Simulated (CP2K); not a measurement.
Runs of CP2K 2026.2 on MnPt2. It takes space group P-3m1 (No. 164, trigonal). The conventional cell has a = 2.858 Å, b = 2.858 Å, c = 6.533 Å, α = 90.00°, β = 90.00°, γ = 120.00°. Around Pt (site symmetry 3m) lie 3 Mn at 2.64 Å and 9 Pt at 2.86 to 2.91 Å. Mn (site symmetry -3m) has 6 Pt at 2.64 Å and 6 Mn at 2.86 Å as nearest neighbours. The cell comes from a database or a generator and needn't be the stable form of this composition.

```tsv
task	level	potentials or basis	cell	k mesh	smearing	EPS_DEFAULT	EPS_SCF	k points reduced by the point group	NBUFFER	NGRIDS	gap on the mesh (eV)	pressure (GPa)	moment (μB)	largest force (eV/Å)
single point	PBE	GTH_POTENTIALS Pt GTH-PBE-q18, Mn GTH-PBE-q15; TZVP-MOLOPT-SR-GTH basis	as given	11 × 11 × 4	fermi-dirac 0.05 eV	1.0E-10	1.0E-6	yes	6	4	none	0.3	4.67	0.12
band structure	PBEsol	GTH_POTENTIALS Pt GTH-PBE-q18, Mn GTH-PBE-q15; TZVP-MOLOPT-SR-GTH basis	as given	11 × 11 × 4	fermi-dirac 0.01 eV	1.0E-10	1.0E-6	yes	6	4	none	(c)	(a)	0.12
band structure	LDA	GTH_POTENTIALS Pt GTH-PADE-q18, Mn GTH-PADE-q15; TZVP-MOLOPT-SR-GTH basis	as given	11 × 11 × 4	fermi-dirac 0.1 eV	1.0E-10	1.0E-6	yes	6	5	none	-18.8	4.43	0.07
band structure	r2SCAN	POTENTIAL_UZH Pt GTH-SCAN-q18, Mn GTH-SCAN-q15; TZVP-MOLOPT-SR-GTH basis	as given	11 × 11 × 4	fermi-dirac 0.05 eV	1.0E-9	1.0E-6	yes	6	4	none	0.1	4.86	0.01
relaxation of cell and atoms	LDA	GTH_POTENTIALS Pt GTH-PADE-q18, Mn GTH-PADE-q15; TZVP-MOLOPT-SR-GTH basis	relaxed	8 × 8 × 3	fermi-dirac 0.01 eV	1.0E-9	5.0E-6	-	5	4	none	-0.1	3.27	0.03
single point	PBEsol	GTH_POTENTIALS Pt GTH-PBE-q18, Mn GTH-PBE-q15; TZVP-MOLOPT-SR-GTH basis	as given	11 × 11 × 4	fermi-dirac 0.05 eV	1.0E-10	1.0E-6	yes	6	4	none	-8.3	(b)	0.12
```

Alike in all rows: spin collinear, ferromagnetic start.

Question: Fill in the values left out.

Answer: (a) 4.68; (b) 4.64; (c) -8.2.

Caveats: the basis of atomic orbitals isn't converged, which shifts pressures, moduli and gaps; the potentials were made for another functional, which shifts forces and pressure (some runs); so large a pressure means that the cell lies far from this level's equilibrium, or that cutoff or potentials fall short (some runs); more than 0.5 GPa of stress was left at the end, so the final cell isn't listed (some runs).

A k mesh can miss the band edges, and the runs leave out spin-orbit coupling on Pt.

A gap of «none» marks a metal or a gap under the smearing width.

Not every run made on this cell is shown here.
